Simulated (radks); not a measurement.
**Excited configurations of Tm**

One table from this session's results is given with a row withheld; the runs are named, their logs left out.

Program: radks (a radial shooting solver on a logarithmic mesh, Libxc functionals) version 1. Level of theory: Dirac Kohn-Sham, PBE, spin-unpolarised, spherical densities, point nucleus; open shells are shared between the two j in proportion to 2j + 1. These are calculated values, not measurements, unless marked.

## Starting point

| Item | Value |
| --- | --- |
| element | thulium (Z = 69) |
| charge | 0 |
| electrons | 69 |
| configuration | [Xe] 4f13 6s2 |

The outer shells:

Tm
```
[Xe] core
4f [↑↓][↑↓][↑↓][↑↓][↑↓][↑↓][↑ ]
6s [↑↓]
```

Set-up of the first run:

The run's settings:

```text
Z 69
configuration [Xe] 4f13 6s2
relativity Dirac
functional pbe,pbe
spin unpolarised
j_filling average
nucleus point
c 137.035999084
```

Steps of the session up to this table: Ground configuration: [Xe] 4f13 6s2.

One table of the session follows, with a row left open; its other results are not shown here.

It belongs to the step «Ground configuration: [Xe] 4f13 6s2». Sizes of the orbitals, from the radial functions (bohr):

```
level     <r>  outermost maximum (interpolated)  90 % within  nodes
4d3/2  0.5651                             0.496        0.850      1
4d5/2  0.5765                             0.505        0.867      1
5s1/2   1.231                              1.09         1.78      4
5p1/2   1.394                              1.19         2.06      3
5p3/2   1.511                              1.28         2.24      3
6s1/2       ?                                 ?            ?      ?
4f5/2  0.7984                             0.493         1.40      0
4f7/2  0.8236                             0.499         1.45      0
```

Q: Estimate the row for 6s1/2 from the others.

**Answer.** <r>: 3.971; outermost maximum (interpolated): 3.33; 90 % within: 5.93; nodes: 5. In the column «<r>» it is the highest.

Caveats from the session: Spin polarisation and multiplet splitting are left out, so open shells lie too high by an amount that depends on their filling.
